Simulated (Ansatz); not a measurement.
# AsH+ (doublet): PBE, BLYP, r2SCAN over a scan of the distance As1–H2, cc-pVQZ

How well do these functionals follow the top wave-function level for AsH+ (doublet) over a scan of the distance As1–H2?

The runs use Ansatz 0.2.0, Gaussian basis; cc-pVQZ, all electrons in the functionals.

The runs, in order: PBE, BLYP, r2SCAN, at 1.256 Å; 1.368 Å; 1.535 Å; 1.658 Å; 1.902 Å; 2.135 Å; 2.426 Å; 2.817 Å; 3.310 Å; 4.081 Å; 5.241 Å.

12 further runs of the same task are left out: 12 that didn't finish.

### 1 The system

The geometry derives from a PBE0/def2-TZVP stationary point (not a proven minimum). One bond is set to the value named and the two fragments are kept rigid. No spin-orbit coupling is included. The filled d shell of As may be among the frozen orbitals whatever the setting's name suggests; the logs give the count.

2 atoms, charge 1, spin multiplicity 2.

Atoms are counted from 1 here; the program's logs count them from 0.

Bond lengths: As1–H2 1.535 Å.

No dispersion term is added.

The geometry shown and the zero of energy belong to the point 1.535 Å. The yardstick, UCCSDT(Q), and other wave-function levels (R restricted, U unrestricted, valence and pair active spaces) come from earlier runs.

### 2 PBE, 1.256 Å

in.yaml reads:

```yaml
crystal:
  periodic: [false, false, false]
  atoms:
    - {symbol: As, position_ang: [0.000000, 0.000000, 0.000000]}
    - {symbol: H, position_ang: [0.000000, 0.000000, 1.256000]}
basis:
  gaussian: {orbitals: cc-pVQZ}
total_charge: 1
magnetization: {spin_polarized: true, initial_magnetization: 1}
hamiltonian: {xc: {name: PBE}}
output: {orbitals: {seedname: orbitals}}
```

On the command line:

```
$ ansatz run in.yaml --threads 2 --pin off --events-out ev --progress --plain --max-ram 15360MiB --backend cuda --devices 0, --max-vram 18GiB
```

What it wrote, shortened:

```text
Functional definition: PBE
  name "PBE"
  cite "Perdew, Burke & Ernzerhof, Phys. Rev. Lett. 77, 3865 (1996) doi:10.1103/PhysRevLett.77.3865"
  parent pbe
[...]
480 factors; their error is unknown
[...]
mean field -60837.18662817 eV, -2235.7253716590 hartree, gradient 6.5e-5 eV, S^2 0.752511; 4 other end points of the search recorded, 0 dependent functions left out
reference -60837.18666197 eV, -2235.7253729011 hartree; 17, 16 occupied and 81, 82 virtual orbitals, 480 factors
Total energy: -60837.18666197 eV, -2235.7253729011 hartree
```

Run time: 3.1 s. Hardware: 1 × H100 (card shared with other runs) with 2 threads of AMD EPYC 7R13, shared host; peak host memory 0.77 GiB.

From the report: ⟨S²⟩ of the determinant 0.753 (pure doublet: 0.75).

### 3 PBE, 1.368 Å

in.yaml: that of step 2 with these lines changed.

```diff
@@ -4,3 +4,3 @@
     - {symbol: As, position_ang: [0.000000, 0.000000, 0.000000]}
-    - {symbol: H, position_ang: [0.000000, 0.000000, 1.256000]}
+    - {symbol: H, position_ang: [0.000000, 0.000000, 1.368000]}
 basis:
```

The command is unchanged.

What it wrote, shortened:

```text
Functional definition: PBE
  name "PBE"
  cite "Perdew, Burke & Ernzerhof, Phys. Rev. Lett. 77, 3865 (1996) doi:10.1103/PhysRevLett.77.3865"
  parent pbe
[...]
480 factors; their error is unknown
[...]
mean field -60837.96351786 eV, -2235.7539218286 hartree, gradient 7.8e-5 eV, S^2 0.752570; 4 other end points of the search recorded, 0 dependent functions left out
reference -60837.96355168 eV, -2235.7539230716 hartree; 17, 16 occupied and 81, 82 virtual orbitals, 480 factors
Total energy: -60837.96355168 eV, -2235.7539230716 hartree
```

It took 1.7 s on 1 × H100 (card shared with other runs) with 2 threads of AMD EPYC 7R13, shared host; peak host memory 0.76 GiB.

From the report: ⟨S²⟩ of the determinant 0.753 (pure doublet: 0.75).

### 4 PBE, 1.535 Å

in.yaml: that of step 3 with these lines changed.

```diff
@@ -4,3 +4,3 @@
     - {symbol: As, position_ang: [0.000000, 0.000000, 0.000000]}
-    - {symbol: H, position_ang: [0.000000, 0.000000, 1.368000]}
+    - {symbol: H, position_ang: [0.000000, 0.000000, 1.534800]}
 basis:
```

The command is unchanged.

What it wrote, shortened:

```text
Functional definition: PBE
  name "PBE"
  cite "Perdew, Burke & Ernzerhof, Phys. Rev. Lett. 77, 3865 (1996) doi:10.1103/PhysRevLett.77.3865"
  parent pbe
[...]
480 factors; their error is unknown
[...]
mean field -60838.32007336 eV, -2235.7670250014 hartree, gradient 3.6e-5 eV, S^2 0.752756; 2 other end points of the search recorded, 0 dependent functions left out
reference -60838.32010731 eV, -2235.7670262491 hartree; 17, 16 occupied and 81, 82 virtual orbitals, 480 factors
Total energy: -60838.32010731 eV, -2235.7670262491 hartree
```

Wall time 4.1 s (1 × H100 (card shared with other runs) with 2 threads of AMD EPYC 7R13, shared host); peak host memory 0.77 GiB.

From the report: ⟨S²⟩ of the determinant 0.753 (pure doublet: 0.75).

### 5 PBE, 1.658 Å

in.yaml: that of step 4 with these lines changed.

```diff
@@ -4,3 +4,3 @@
     - {symbol: As, position_ang: [0.000000, 0.000000, 0.000000]}
-    - {symbol: H, position_ang: [0.000000, 0.000000, 1.534800]}
+    - {symbol: H, position_ang: [0.000000, 0.000000, 1.658000]}
 basis:
```

Same command.

What it wrote, shortened:

```text
Functional definition: PBE
  name "PBE"
  cite "Perdew, Burke & Ernzerhof, Phys. Rev. Lett. 77, 3865 (1996) doi:10.1103/PhysRevLett.77.3865"
  parent pbe
[...]
480 factors; their error is unknown
[...]
mean field -60838.24042236 eV, -2235.7640978811 hartree, gradient 1.2e-5 eV, S^2 0.753051; 4 other end points of the search recorded, 0 dependent functions left out
reference -60838.24045640 eV, -2235.7640991321 hartree; 17, 16 occupied and 81, 82 virtual orbitals, 480 factors
Total energy: -60838.24045640 eV, -2235.7640991321 hartree
```

Wall time 3.4 s (1 × H100 (card shared with other runs) with 2 threads of AMD EPYC 7R13, shared host); peak host memory 0.77 GiB.

From the report: ⟨S²⟩ of the determinant 0.753 (pure doublet: 0.75).

From 1.535 Å: +1.8 kcal/mol.

### 6 PBE, 1.902 Å

in.yaml: that of step 5 with these lines changed.

```diff
@@ -4,3 +4,3 @@
     - {symbol: As, position_ang: [0.000000, 0.000000, 0.000000]}
-    - {symbol: H, position_ang: [0.000000, 0.000000, 1.658000]}
+    - {symbol: H, position_ang: [0.000000, 0.000000, 1.902000]}
 basis:
```

Launched as before.

What it wrote, shortened:

```text
Functional definition: PBE
  name "PBE"
  cite "Perdew, Burke & Ernzerhof, Phys. Rev. Lett. 77, 3865 (1996) doi:10.1103/PhysRevLett.77.3865"
  parent pbe
[...]
480 factors; their error is unknown
[...]
mean field -60837.70234397 eV, -2235.7443238651 hartree, gradient 5.0e-5 eV, S^2 0.754761; 5 other end points of the search recorded, 0 dependent functions left out
reference -60837.70237816 eV, -2235.7443251216 hartree; 17, 16 occupied and 81, 82 virtual orbitals, 480 factors
Total energy: -60837.70237816 eV, -2235.7443251216 hartree
```

Run time: 5.5 s. Hardware: 1 × H100 (card shared with other runs) with 2 threads of AMD EPYC 7R13, shared host; peak host memory 0.77 GiB.

From the report: ⟨S²⟩ of the determinant 0.755 (pure doublet: 0.75).

From 1.535 Å: +14.2 kcal/mol.

### 7 PBE, 2.135 Å

in.yaml: that of step 6 with these lines changed.

```diff
@@ -4,3 +4,3 @@
     - {symbol: As, position_ang: [0.000000, 0.000000, 0.000000]}
-    - {symbol: H, position_ang: [0.000000, 0.000000, 1.902000]}
+    - {symbol: H, position_ang: [0.000000, 0.000000, 2.135000]}
 basis:
```

Same command.

What it wrote, shortened:

```text
Functional definition: PBE
  name "PBE"
  cite "Perdew, Burke & Ernzerhof, Phys. Rev. Lett. 77, 3865 (1996) doi:10.1103/PhysRevLett.77.3865"
  parent pbe
[...]
480 factors; their error is unknown
[...]
mean field -60837.03599197 eV, -2235.7198358810 hartree, gradient 1.6e-5 eV, S^2 0.762645; 11 other end points of the search recorded, 0 dependent functions left out
reference -60837.03602618 eV, -2235.7198371382 hartree; 17, 16 occupied and 81, 82 virtual orbitals, 480 factors
Total energy: -60837.03602618 eV, -2235.7198371382 hartree
```

Run time: 2.9 s. Hardware: 1 × H100 (card shared with other runs) with 2 threads of AMD EPYC 7R13, shared host; peak host memory 0.77 GiB.

From the report: ⟨S²⟩ of the determinant 0.763 (pure doublet: 0.75).

From 1.535 Å: +29.6 kcal/mol.

### 8 PBE, 2.426 Å

in.yaml: that of step 7 with these lines changed.

```diff
@@ -4,3 +4,3 @@
     - {symbol: As, position_ang: [0.000000, 0.000000, 0.000000]}
-    - {symbol: H, position_ang: [0.000000, 0.000000, 2.135000]}
+    - {symbol: H, position_ang: [0.000000, 0.000000, 2.426000]}
 basis:
```

The command is unchanged.

What it wrote, shortened:

```text
Functional definition: PBE
  name "PBE"
  cite "Perdew, Burke & Ernzerhof, Phys. Rev. Lett. 77, 3865 (1996) doi:10.1103/PhysRevLett.77.3865"
  parent pbe
[...]
480 factors; their error is unknown
[...]
mean field -60836.26609044 eV, -2235.6915425213 hartree, gradient 5.9e-6 eV, S^2 0.932313; 12 other end points of the search recorded, 0 dependent functions left out
reference -60836.26612590 eV, -2235.6915438244 hartree; 17, 16 occupied and 81, 82 virtual orbitals, 480 factors
Total energy: -60836.26612590 eV, -2235.6915438244 hartree
```

Run time: 13 s. Hardware: 1 × H100 (card shared with other runs) with 2 threads of AMD EPYC 7R13, shared host; peak host memory 0.77 GiB.

From the report: ⟨S²⟩ of the determinant 0.932 (pure doublet: 0.75).

From 1.535 Å: +47.4 kcal/mol.

### 9 PBE, 2.817 Å

in.yaml: that of step 8 with these lines changed.

```diff
@@ -4,3 +4,3 @@
     - {symbol: As, position_ang: [0.000000, 0.000000, 0.000000]}
-    - {symbol: H, position_ang: [0.000000, 0.000000, 2.426000]}
+    - {symbol: H, position_ang: [0.000000, 0.000000, 2.817000]}
 basis:
```

Same command.

What it wrote, shortened:

```text
Functional definition: PBE
  name "PBE"
  cite "Perdew, Burke & Ernzerhof, Phys. Rev. Lett. 77, 3865 (1996) doi:10.1103/PhysRevLett.77.3865"
  parent pbe
[...]
480 factors; their error is unknown
[...]
mean field -60835.72680764 eV, -2235.6717242439 hartree, gradient 9.6e-6 eV, S^2 1.570590; 16 other end points of the search recorded, 0 dependent functions left out
reference -60835.72684658 eV, -2235.6717256752 hartree; 17, 16 occupied and 81, 82 virtual orbitals, 480 factors
Total energy: -60835.72684658 eV, -2235.6717256752 hartree
```

Run time: 3.7 s. Hardware: 1 × H100 (card shared with other runs) with 2 threads of AMD EPYC 7R13, shared host; peak host memory 0.78 GiB.

From the report: ⟨S²⟩ of the determinant 1.571 (pure doublet: 0.75). The determinant is far from a pure spin state, so its energy mixes those of several spin states (harmless only where they are near-degenerate, as at dissociation).

From 1.535 Å: +59.8 kcal/mol.

### 10 PBE, 3.310 Å

in.yaml: that of step 9 with these lines changed.

```diff
@@ -4,3 +4,3 @@
     - {symbol: As, position_ang: [0.000000, 0.000000, 0.000000]}
-    - {symbol: H, position_ang: [0.000000, 0.000000, 2.817000]}
+    - {symbol: H, position_ang: [0.000000, 0.000000, 3.310000]}
 basis:
```

Same command.

What it wrote, shortened:

```text
Functional definition: PBE
  name "PBE"
  cite "Perdew, Burke & Ernzerhof, Phys. Rev. Lett. 77, 3865 (1996) doi:10.1103/PhysRevLett.77.3865"
  parent pbe
[...]
480 factors; their error is unknown
[...]
mean field -60835.53001133 eV, -2235.6644921130 hartree, gradient 7.0e-7 eV, S^2 1.752799; 8 other end points of the search recorded, 0 dependent functions left out
reference -60835.53005157 eV, -2235.6644935920 hartree; 17, 16 occupied and 81, 82 virtual orbitals, 480 factors
Total energy: -60835.53005157 eV, -2235.6644935920 hartree
```

Wall time 7 s (1 × H100 (card shared with other runs) with 2 threads of AMD EPYC 7R13, shared host); peak host memory 0.78 GiB.

From the report: ⟨S²⟩ of the determinant 1.753 (pure doublet: 0.75). The determinant is far from a pure spin state, so its energy mixes those of several spin states (harmless only where they are near-degenerate, as at dissociation).

From 1.535 Å: +64.3 kcal/mol.

### 11 PBE, 4.081 Å

in.yaml: that of step 10 with these lines changed.

```diff
@@ -4,3 +4,3 @@
     - {symbol: As, position_ang: [0.000000, 0.000000, 0.000000]}
-    - {symbol: H, position_ang: [0.000000, 0.000000, 3.310000]}
+    - {symbol: H, position_ang: [0.000000, 0.000000, 4.081000]}
 basis:
```

The command is unchanged.

What it wrote, shortened:

```text
Functional definition: PBE
  name "PBE"
  cite "Perdew, Burke & Ernzerhof, Phys. Rev. Lett. 77, 3865 (1996) doi:10.1103/PhysRevLett.77.3865"
  parent pbe
[...]
480 factors; their error is unknown
[...]
mean field -60835.41851824 eV, -2235.6603948177 hartree, gradient 5.8e-6 eV, S^2 1.752777; 6 other end points of the search recorded, 0 dependent functions left out
reference -60835.41855922 eV, -2235.6603963237 hartree; 17, 16 occupied and 81, 82 virtual orbitals, 480 factors
Total energy: -60835.41855922 eV, -2235.6603963237 hartree
```

Wall time 8.5 s (1 × H100 (card shared with other runs) with 2 threads of AMD EPYC 7R13, shared host); peak host memory 0.77 GiB.

From the report: ⟨S²⟩ of the determinant 1.753 (pure doublet: 0.75). The determinant is far from a pure spin state, so its energy mixes those of several spin states (harmless only where they are near-degenerate, as at dissociation).

From 1.535 Å: +66.9 kcal/mol.

### 12 PBE, 5.241 Å

in.yaml: that of step 11 with these lines changed.

```diff
@@ -4,3 +4,3 @@
     - {symbol: As, position_ang: [0.000000, 0.000000, 0.000000]}
-    - {symbol: H, position_ang: [0.000000, 0.000000, 4.081000]}
+    - {symbol: H, position_ang: [0.000000, 0.000000, 5.241000]}
 basis:
```

The command is unchanged.

What it wrote, shortened:

```text
Functional definition: PBE
  name "PBE"
  cite "Perdew, Burke & Ernzerhof, Phys. Rev. Lett. 77, 3865 (1996) doi:10.1103/PhysRevLett.77.3865"
  parent pbe
[...]
480 factors; their error is unknown
[...]
mean field -60835.43201569 eV, -2235.6608908397 hartree, gradient 6.7e-6 eV, S^2 1.752485; 19 other end points of the search recorded, 0 dependent functions left out
reference -60835.43206110 eV, -2235.6608925085 hartree; 17, 16 occupied and 81, 82 virtual orbitals, 480 factors
Total energy: -60835.43206110 eV, -2235.6608925085 hartree
```

Wall time 31 s (1 × H100 (card shared with other runs) with 2 threads of AMD EPYC 7R13, shared host); peak host memory 0.78 GiB.

From the report: ⟨S²⟩ of the determinant 1.752 (pure doublet: 0.75). The determinant is far from a pure spin state, so its energy mixes those of several spin states (harmless only where they are near-degenerate, as at dissociation).

From 1.535 Å: +66.6 kcal/mol.

### 13 BLYP, 1.256 Å

in.yaml reads:

```yaml
crystal:
  periodic: [false, false, false]
  atoms:
    - {symbol: As, position_ang: [0.000000, 0.000000, 0.000000]}
    - {symbol: H, position_ang: [0.000000, 0.000000, 1.256000]}
basis:
  gaussian: {orbitals: cc-pVQZ}
total_charge: 1
magnetization: {spin_polarized: true, initial_magnetization: 1}
hamiltonian: {xc: {name: BLYP}}
```

Same command.

What it wrote, shortened:

```text
Functional definition: BLYP
  name "BLYP"
  cite "Becke, Phys. Rev. A 38, 3098 (1988) doi:10.1103/PhysRevA.38.3098"
  cite "Lee, Yang & Parr, Phys. Rev. B 37, 785 (1988) doi:10.1103/PhysRevB.37.785"
[...]
480 factors; their error is unknown
[...]
mean field -60847.98349706 eV, -2236.1221492722 hartree, gradient 2.0e-5 eV, S^2 0.751776; 1 other end points of the search recorded, 0 dependent functions left out
reference -60847.98372866 eV, -2236.1221577834 hartree; 17, 16 occupied and 81, 82 virtual orbitals, 480 factors
Total energy: -60847.98372866 eV, -2236.1221577834 hartree
```

It took 3.6 s on 1 × H100 (card shared with other runs) with 2 threads of AMD EPYC 7R13, shared host; peak host memory 0.76 GiB.

From the report: ⟨S²⟩ of the determinant 0.752 (pure doublet: 0.75).

### 14 BLYP, 1.368 Å

in.yaml: that of step 13 with these lines changed.

```diff
@@ -4,3 +4,3 @@
     - {symbol: As, position_ang: [0.000000, 0.000000, 0.000000]}
-    - {symbol: H, position_ang: [0.000000, 0.000000, 1.256000]}
+    - {symbol: H, position_ang: [0.000000, 0.000000, 1.368000]}
 basis:
```

Same command.

What it wrote, shortened:

```text
Functional definition: BLYP
  name "BLYP"
  cite "Becke, Phys. Rev. A 38, 3098 (1988) doi:10.1103/PhysRevA.38.3098"
  cite "Lee, Yang & Parr, Phys. Rev. B 37, 785 (1988) doi:10.1103/PhysRevB.37.785"
[...]
480 factors; their error is unknown
[...]
mean field -60848.75702257 eV, -2236.1505758104 hartree, gradient 1.6e-5 eV, S^2 0.751822; 1 other end points of the search recorded, 0 dependent functions left out
reference -60848.75725638 eV, -2236.1505844031 hartree; 17, 16 occupied and 81, 82 virtual orbitals, 480 factors
Total energy: -60848.75725638 eV, -2236.1505844031 hartree
```

Wall time 1.4 s (1 × H100 (card shared with other runs) with 2 threads of AMD EPYC 7R13, shared host); peak host memory 0.77 GiB.

From the report: ⟨S²⟩ of the determinant 0.752 (pure doublet: 0.75).

[end of part 1 of 3]
